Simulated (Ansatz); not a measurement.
# CH3AgS: the cost of one run

All numbers are computed with Ansatz 0.2.0, driven from Python. Level of theory: Hartree-Fock/def2-SVP.

**1. The system**

Bond lengths: C1–S2 1.751 Å, S2–Ag3 2.194 Å, C1–H4 1.086 Å, C1–H5 1.118 Å, C1–H6 1.148 Å. Angles: C1–S2–Ag3 142.9°, S2–C1–H4 111.6°, S2–C1–H5 113.6°, S2–C1–H6 112.6°, H4–C1–H5 104.3°, H4–C1–H6 106.8°, H5–C1–H6 107.4°.

The script holds or builds the structure itself.

**2. Script**

The input, ch3ags.py:

```python
# -*- coding: utf-8 -*-
import ansatz
from ase import Atoms
import numpy as np

atoms = Atoms(["C", "S", "Ag", "H", "H", "H"], positions=[
    (-0.4282, 0.4298, -0.3266),
    (0.3223, -1.0488, 0.2375),
    (1.993, -1.8188, 1.4334),
    (-1.283, 0.2255, -0.9648),
    (0.244, 1.0589, -0.96),
    (-0.8059, 1.0894, 0.5343),
])
mol = ansatz.Crystal.molecule_from_ase(atoms)

calc = (
    mol.calculation()
    .basis(gaussian="def2-SVP")
    .functional("HF")
)
symbols = [site.symbol for site in mol.cartesian_sites]
pairs = [(0, 1), (0, 3), (0, 4), (0, 5), (1, 2)]
print("held (A)   E (eV)        ", "  ".join(f"{symbols[i]}{i}-{symbols[j]}{j}" for i, j in pairs))
for length in [1.06, 1.15, 1.24, 1.38, 1.55]:
    summary = calc.relax(constraints=[ansatz.DistanceConstraint((0, 5), at=length)], force_tolerance=0.02, max_steps=60).run().report
    xyz = np.array(summary["positions_ang"])
    print(f"{length:6.2f} {summary['free_energy_ev']:14.5f}  ", "  ".join(f"{np.linalg.norm(xyz[i] - xyz[j]):.3f}" for i, j in pairs))
```

**3. The input behind the calls**

The engine receives this input (first run):

```yaml
crystal:
  periodic: [false, false, false]
  atoms:
    - { symbol: C, position_ang: [-0.4282, 0.4298, -0.3266] }
    - { symbol: S, position_ang: [0.3223, -1.0488, 0.2375] }
    - { symbol: Ag, position_ang: [1.993, -1.8188, 1.4334] }
    - { symbol: H, position_ang: [-1.283, 0.2255, -0.9648] }
    - { symbol: H, position_ang: [0.244, 1.0589, -0.96] }
    - { symbol: H, position_ang: [-0.8059, 1.0894, 0.5343] }
basis:
  gaussian:
    orbitals: def2-SVP
hamiltonian:
  xc: hf
relax:
  f_tol: 0.02
  max_steps: 60
  constraints:
    - { distance: [0, 5], at: 1.06 }
```

**4. Launch**

Started as:

```sh
> python ch3ags.py
```

What time and memory should one allow on 1 thread of Intel Xeon 6975P-C (Granite Rapids), shared host?

About 41 s, with a peak of 0.24 GiB.
